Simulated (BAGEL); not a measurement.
**AlH2OF3 (SMILES [OH2+][Al-]([F])([F])[F]) at HF/cc-pVDZ (density fitting with qzvpp-jkfit)**

What is the energy change on altering one bond length of AlH2OF3 at HF/cc-pVDZ (density fitting with qzvpp-jkfit)? 

Program for the calculation: BAGEL 1.2.2.

1 further run of the same task is left out (set aside as unsound or not needed).

## (1) Starting point

AlH2OF3: 7 atoms, total charge 0, spin state singlet. As SMILES, `[OH2+][Al-]([F])([F])[F]`. The coordinates come from a PBE0-D4/def2-TZVP relaxation.

Bond lengths: O1–Al2 1.937 Å, Al2–F3 1.655 Å, Al2–F4 1.644 Å, Al2–F5 1.655 Å, O1–H6 0.965 Å, O1–H7 0.965 Å. Angles: O1–Al2–F3 96.2°, O1–Al2–F4 105.3°, O1–Al2–F5 96.2°, F3–Al2–F4 117.2°, F3–Al2–F5 118.0°, F4–Al2–F5 117.2°, Al2–O1–H6 112.3°, Al2–O1–H7 112.3°, H6–O1–H7 108.5°.

## (2) A single-point energy at HF/cc-pVDZ (density fitting with qzvpp-jkfit)

The input, calc.json:

```json
{ "bagel" : [

{
  "title" : "molecule",
  "basis" : "cc-pvdz.json",
  "df_basis" : "qzvpp-jkfit",
  "angstrom" : "true",
  "geometry" : [
    { "atom" : "O", "xyz" : [   -0.871000,    0.586100,    0.358000 ] },
    { "atom" : "Al", "xyz" : [    0.496000,   -0.551000,   -0.409900 ] },
    { "atom" : "F", "xyz" : [    0.962500,   -1.255200,    1.013300 ] },
    { "atom" : "F", "xyz" : [   -0.290400,   -1.501300,   -1.496900 ] },
    { "atom" : "F", "xyz" : [    1.430100,    0.675100,   -1.012400 ] },
    { "atom" : "H", "xyz" : [   -0.962400,    0.456200,    1.310000 ] },
    { "atom" : "H", "xyz" : [   -0.703600,    1.522000,    0.192000 ] }
  ]
},
{
  "title" : "hf"
},
{
  "title" : "print",
  "file" : "orbitals.molden",
  "orbitals" : "true"
}

]}
```

The basis set cc-pVDZ is read from a file made from the Basis Set Exchange's data (not shown).

Command:

```bash
$ BAGEL_NUM_THREADS=1 BAGEL calc.json > calc.out
```

Output:

```text
* using 1 threads per process

  ===============================================================
  ===============================================================

  *** Geometry ***

  { "atom" : "O", "xyz" : [     -1.645951,      1.107568,      0.676522 ] },
  { "atom" : "Al", "xyz" : [      0.937304,     -1.041239,     -0.774599 ] },
  { "atom" : "F", "xyz" : [      1.818861,     -2.371984,      1.914859 ] },
  { "atom" : "F", "xyz" : [     -0.548776,     -2.837046,     -2.828731 ] },
  { "atom" : "F", "xyz" : [      2.702497,      1.275754,     -1.913159 ] },
  { "atom" : "H", "xyz" : [     -1.818672,      0.862093,      2.475541 ] },
  { "atom" : "H", "xyz" : [     -1.329611,      2.876163,      0.362827 ] },

  Number of auxiliary basis functions:      472

  Since a DF basis is specified, we compute 2- and 3-index integrals:
    o Being stored without compression. Storage requirement is 0.027 GB

  Number of basis functions:       84
  Number of electrons      :       50

    * METHOD: MOLECULE                             0.19

  *** RHF ***

  === Nuclear Repulsion ===
   252.1743208248

      * DIIS with orbital gradients will be used.

  === RHF iteration (cc-pvdz.json) ===
      0       -616.13441193          0.02041038           0.07
      1       -616.39658927          0.01329082           0.07
      2       -616.53896806          0.00093277           0.07
      3       -616.53960688          0.00033394           0.07
      4       -616.53967743          0.00008736           0.07
      5       -616.53968480          0.00001796           0.07
      6       -616.53968511          0.00000296           0.07
      7       -616.53968512          0.00000067           0.07
      8       -616.53968512          0.00000024           0.07
      9       -616.53968512          0.00000009           0.07
     10       -616.53968512          0.00000002           0.07
     11       -616.53968512          0.00000000           0.07
    * SCF iteration converged.

    * Permanent dipole moment:
           (    1.126289,    -1.508480,    -1.177557) a.u.

    * METHOD: HF                                   0.98

    * METHOD: PRINT                                0.01

  ===============================================================
```

It took 1.4 s on 1 thread of Arm Neoverse V2, shared host.

## (3) The distorted shape at the same level

The input, hf.json:

```json
{ "bagel": [

{
  "title": "molecule",
  "basis": "cc-pvdz.json",
  "df_basis": "qzvpp-jkfit",
  "angstrom": "true",
  "geometry": [
    { "atom": "O", "xyz": [      -0.896109,       0.445721,       0.382899 ] },
    { "atom": "Al", "xyz": [       0.470891,      -0.691379,      -0.385001 ] },
    { "atom": "F", "xyz": [       0.937391,      -1.395579,       1.038199 ] },
    { "atom": "F", "xyz": [      -0.315509,      -1.641679,      -1.472001 ] },
    { "atom": "F", "xyz": [       1.404991,       0.534721,      -0.987501 ] },
    { "atom": "H", "xyz": [      -0.987509,       0.315821,       1.334899 ] },
    { "atom": "H", "xyz": [      -0.703600,       1.522000,       0.192000 ] }
  ]
},

{ "title": "hf" },

{ "title": "print", "file": "orbitals.molden", "orbitals": "true" }

]}
```

The basis set cc-pVDZ is read from a file made from the Basis Set Exchange's data (not shown).

Command:

```bash
$ BAGEL_NUM_THREADS=1 BAGEL hf.json > hf.out
```

Output:

```text
* using 1 threads per process

  ===============================================================
  ===============================================================

  *** Geometry ***

  { "atom" : "O", "xyz" : [     -1.693401,      0.842291,      0.723574 ] },
  { "atom" : "Al", "xyz" : [      0.889855,     -1.306517,     -0.727546 ] },
  { "atom" : "F", "xyz" : [      1.771412,     -2.637262,      1.961912 ] },
  { "atom" : "F", "xyz" : [     -0.596226,     -3.102324,     -2.781679 ] },
  { "atom" : "F", "xyz" : [      2.655048,      1.010476,     -1.866106 ] },
  { "atom" : "H", "xyz" : [     -1.866122,      0.596815,      2.522594 ] },
  { "atom" : "H", "xyz" : [     -1.329611,      2.876163,      0.362827 ] },

  Number of auxiliary basis functions:      472

  Since a DF basis is specified, we compute 2- and 3-index integrals:
    o Being stored without compression. Storage requirement is 0.027 GB

  Number of basis functions:       84
  Number of electrons      :       50

    * METHOD: MOLECULE                             0.18

  *** RHF ***

  === Nuclear Repulsion ===
   251.3685763671

      * DIIS with orbital gradients will be used.

  === RHF iteration (cc-pvdz.json) ===
      0       -616.11175439          0.02044874           0.07
      1       -616.37409297          0.01344307           0.06
      2       -616.52026735          0.00090695           0.06
      3       -616.52103422          0.00024902           0.06
      4       -616.52107820          0.00010377           0.06
      5       -616.52108842          0.00002394           0.06
      6       -616.52108899          0.00000370           0.06
      7       -616.52108901          0.00000087           0.06
      8       -616.52108901          0.00000027           0.06
      9       -616.52108901          0.00000012           0.07
     10       -616.52108901          0.00000003           0.07
     11       -616.52108901          0.00000001           0.07
    * SCF iteration converged.

    * Permanent dipole moment:
           (    1.110286,    -1.634629,    -1.152979) a.u.

    * METHOD: HF                                   0.91

    * METHOD: PRINT                                0.01

  ===============================================================
```

It took 1.3 s on 1 thread of Arm Neoverse V2, shared host.

## (4) Results

Level: HF/cc-pVDZ (density fitting with qzvpp-jkfit).

```
                                                         quantity          value
                                        first shape: total energy  -616.53969 Eh
                                       first shape: dipole moment         5.64 D
                                         first shape: HOMO energy      -16.05 eV
                                         first shape: LUMO energy        2.81 eV
                                       first shape: HOMO–LUMO gap       18.86 eV
                                    distorted shape: total energy  -616.52109 Eh
                                   distorted shape: dipole moment         5.82 D
                                     distorted shape: HOMO energy      -16.00 eV
                                     distorted shape: LUMO energy        2.27 eV
                                   distorted shape: HOMO–LUMO gap       18.27 eV
energy change with the O1–H7 bond stretched from 0.965 to 1.110 Å       0.506 eV
```

In words: With the O1–H7 bond stretched from 0.965 to 1.110 Å the energy rises by 0.51 eV (48.8 kJ/mol). The first shape isn't relaxed at this level, so the change isn't measured from a minimum.
